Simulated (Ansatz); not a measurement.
**B2SbI3: what a guessed cell relaxes into**

The task: take a trial cell of B2SbI3 to zero force and stress.

Computed with Ansatz 0.2.0 (DFT PBE, scalar-relativistic, plane waves, PAW, unless a step's input says otherwise).

**1. The starting structure**

The structure is tetragonal, space group P4/mmm (No. 123). The conventional cell has a = 5.202 Å, b = 5.202 Å, c = 7.840 Å, α = 90.00°, β = 90.00°, γ = 90.00°. B (site symmetry mmm) has 2 I at 2.60 Å as nearest neighbours. Sb (site symmetry 4/mmm) is surrounded by 2 I at 2.36 Å. Around I (site symmetry 4/mmm) lie 4 B at 2.60 Å. I (site symmetry 4mm) is surrounded by 1 Sb at 2.36 Å.

As a file:

```cif
data_structure
_symmetry_space_group_name_H-M 'P4/mmm'
_symmetry_Int_Tables_number 123
_cell_length_a 5.2018
_cell_length_b 5.2018
_cell_length_c 7.8395
_cell_angle_alpha 90.000
_cell_angle_beta 90.000
_cell_angle_gamma 90.000
_cell_volume 212.13
loop_
_atom_site_label
_atom_site_type_symbol
_atom_site_symmetry_multiplicity
_atom_site_Wyckoff_symbol
_atom_site_fract_x
_atom_site_fract_y
_atom_site_fract_z
_atom_site_occupancy
B1 B 2 f 0.00000 0.50000 0.00000 1
Sb1 Sb 1 b 0.00000 0.00000 0.50000 1
I1 I 1 c 0.50000 0.50000 0.00000 1
I2 I 2 g 0.00000 0.00000 0.19900 1
```

Recipe of the guess: random cell by space group and Wyckoff sites (P4/mmm, No. 123). The dimensions are guesses.

**2. Probe: one point on a coarse mesh**

File input.yaml:

```yaml
crystal:
  lattice:
    - [5.20182754, 0.0, 0.0]
    - [0.0, 5.20182754, 0.0]
    - [0.0, 0.0, 7.83953896]
  atoms:
    - { symbol: B, position: [0.0, 0.5, 0.0] }
    - { symbol: B, position: [0.5, 0.0, 0.0] }
    - { symbol: Sb, position: [0.0, 0.0, 0.5] }
    - { symbol: I, position: [0.5, 0.5, 0.0] }
    - { symbol: I, position: [0.0, 0.0, 0.1989991] }
    - { symbol: I, position: [0.0, 0.0, 0.8010009] }
basis:
  ecutwfc: 420
kpoints:
  mp_grid: { grid: [4, 4, 2] }
hamiltonian:
  xc: pbe
scf:
  occupations: { method: gaussian, width: 0.1 }
  lower_state_search: "off"
output:
  forces: true
  stress: true
  eigenvalues: true
```

Launch:

```console
$ ansatz run input.yaml --threads 1 --pin off --max-ram 2560MiB --backend cpu --events-out ev --progress --plain --runs-dir out
```

Further runs follow: coarse relaxation; relaxation on the finer mesh.

**Question.** What will these runs give? Wanted: conventional cell; volume; energy over the elements; gap on the mesh.

**Answer**, as computed:

```
                              quantity                                                                      value
symmetry at the end (tolerance 0.05 Å)                                               space group P4/mmm (No. 123)
                     conventional cell  a = 4.798 Å, b = 4.798 Å, c = 9.706 Å, α = 90.00°, β = 90.00°, γ = 90.00°
                                volume                                                              37.24 Å³/atom
              energy over the elements                                                              +1.39 eV/atom
                       gap on the mesh                                                               none (metal)
```

**Reading.** The space group P4/mmm (No. 123) is kept, and the volume per atom grows by 5.3 % from the first guess. The formation energy is positive, so the separate elements lie lower. No finished test with a distortion of lower symmetry is shown, so the end may be a saddle point. Spin-orbit coupling is left out for I, Sb. Layers here are held mostly by dispersion, which this level lacks, so their spacing and the stiffness across them are unreliable there.
